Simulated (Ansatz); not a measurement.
Write a Python script for the Ansatz DFT code, driven from Python that makes a single point from an input written key by key of BF2H4NSi, SMILES N[SiH2]B(F)F. Settings: PBE0, def2-SVP basis, multiplicity 1.

`input.yaml`
```yaml
crystal:
  periodic: [false, false, false]
  atoms:
    - { symbol: "N", position_ang: [0.5748, 0.3362, 1.5454] }
    - { symbol: Si, position_ang: [0.3277, -0.7002, 0.1181] }
    - { symbol: B, position_ang: [-0.7024, 0.2175, -1.2844] }
    - { symbol: F, position_ang: [-1.8511, -0.3174, -1.7358] }
    - { symbol: F, position_ang: [-0.1609, 1.4372, -1.8535] }
    - { symbol: H, position_ang: [-0.4335, 0.6769, 1.8352] }
    - { symbol: H, position_ang: [1.0277, 1.249, 1.1964] }
    - { symbol: H, position_ang: [1.6949, -1.0516, -0.4058] }
    - { symbol: H, position_ang: [-0.3888, -1.8939, 0.5673] }
basis:
  gaussian: { orbitals: def2-SVP }
hamiltonian:
  xc: pbe0
output:
  forces: true
```

Script `run_deck.py`:
```python
"""Run BF2H4NSi from an input written out key by key."""

import ansatz
import numpy as np
import pandas as pd


def main() -> None:
    session = ansatz.Session.from_deck("input.yaml")
    summary = session.plan(threads=1).execute().report

    for key in ("converged", "free_energy_ev", "reference_energy_ev", "n_frozen", "n_occupied", "n_virtual"):
        print(f"{key:22s} {summary[key]}")
    symbols = ["N", "Si", "B", "F", "F", "H", "H", "H", "H"]

    forces = np.array(summary["forces_ev_ang"])
    print("largest force", round(float(np.linalg.norm(forces, axis=1).max()), 4), "eV/A, rms", round(float(np.sqrt((forces ** 2).mean())), 4))
    charges = summary["charge_distribution"]
    table = pd.DataFrame({"atom": symbols, "mulliken": charges["mulliken_charges_e"], "lowdin": charges["lowdin_charges_e"]})
    print(table.round(3).to_string())
    print("dipole (e A):", np.round(charges["dipole_moment_e_ang"], 4) + 0.0)


if __name__ == "__main__":
    main()
```

Output of `python run_deck.py`:
```text
converged              True
free_energy_ev         -15526.01896486501
reference_energy_ev    -15526.01896486501
n_frozen               0
n_occupied             [24, 24]
n_virtual              [70, 70]
largest force 3.9328 eV/A, rms 1.3859
  atom  mulliken  lowdin
0    N    -0.428  -0.056
1   Si     0.280   0.250
2    B     0.317  -0.509
3    F    -0.111   0.243
4    F    -0.227   0.099
5    H     0.145   0.052
6    H     0.148   0.039
7    H    -0.061  -0.056
8    H    -0.064  -0.063
dipole (e A): [-0.1057  0.0945  0.0764]
```

Caveats:
- Total energies depend on the basis set; only differences at equal settings carry meaning.
- The geometry is a force-field or estimated start, not a minimum of this method, and the basis set is short of its limit.
- The Löwdin charges here are taken after orthogonalising the functions within each atom; they differ from plain Löwdin charges, and their signs can be unphysical.
- Hardware and time: 7.5 s on 1 thread of AMD EPYC 7R43 64-Core Processor (Zen 3), with other jobs on the host, peak memory 0.27 GiB.

(Lines on the test bed's own set-up are left out of the output.)
